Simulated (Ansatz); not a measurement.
This script makes a comparison of functionals at one structure of MgTl, space group Pm-3m with Ansatz's Python interface.

The script, `xc.py`:
```python
"""One structure of MgTl under several functionals."""

import csv
import warnings

import ansatz as az


def main() -> None:
    warnings.simplefilter("ignore", az.DeckWarning)

    cell = (
        az.Lattice.of((3.628, 0.0, 0.0), (0.0, 3.628, 0.0), (0.0, 0.0, 3.628))
        .atom("Mg", (0.0, 0.0, 0.0))
        .atom("Tl", (0.5, 0.5, 0.5))
    )

    calculation = (
        cell.calculation()
        .pseudopotentials("paw")
        .kpoints(6)
        .occupations(az.OccupationsMethod.FERMI_DIRAC, width=150 * az.meV)
        .forces()
        .stress()
    )

    rows = []
    for value in ["pbesol", "lda", "blyp"]:
        rep = calculation.functional(value).run(threads=1, backend="cpu").report
        rows.append((value, rep["free_energy_ev"] / len(rep["lattice"]["sites"]), rep["n_iterations"], sum(rep["stress_gpa"][i][i] for i in range(3)) / 3, max(abs(f) for row in rep["forces_ev_ang"] for f in row), rep["n_kpoints"]))

    with open("xc.csv", "w", newline="") as handle:
        writer = csv.writer(handle)
        writer.writerow(["functional", "F/atom (eV)", "iterations", "P (GPa)", "max component (eV/A)", "k-points"])
        writer.writerows([round(v, 5) if isinstance(v, float) else v for v in row] for row in rows)
    print(open("xc.csv").read())


if __name__ == "__main__":
    main()
```

Rank the functionals by the pressure that they give at this structure. What does the order say about their lattices?

From lowest to highest: LDA (-1.6 GPa), PBEsol (0.1 GPa) and BLYP (4.7 GPa). At a fixed cell a lower pressure usually means a smaller equilibrium volume, so LDA prefers the smallest cell and BLYP the largest.

The output:

Output of `python xc.py`:
```text
functional,F/atom (eV),iterations,P (GPa),max component (eV/A),k-points
pbesol,-6603.96602,6,0.08423,0.0,20
lda,-6524.21879,6,-1.64988,0.0,20
blyp,-6699.3984,7,4.65836,0.0,20
```

BLYP can be off by several per cent in the lattices of metals, and by several GPa in the pressure at a fixed cell. The mesh is modest for a metal, so energies can be off by several to tens of meV an atom and pressures by half a GPa or more; differences at equal mesh fare better. A Fermi-Dirac width this large means warm electrons, whose thermal share enters the free energy. Forces vanish by symmetry here and test nothing. Pressure is positive in compression. Spin-orbit coupling, which matters for elements this heavy, is left out. The structure is a deposited one; some such entries were measured under pressure or heat, so a shift against it needn't be the functional's error alone. Total energies of different functionals can't be compared; pressures, moments and gaps at this one structure can. It ran for 3.2 s on 1 thread of Arm Neoverse V2, with other jobs on the host, peak memory 0.34 GiB.

(Lines on the test bed's own set-up are left out of the output.)
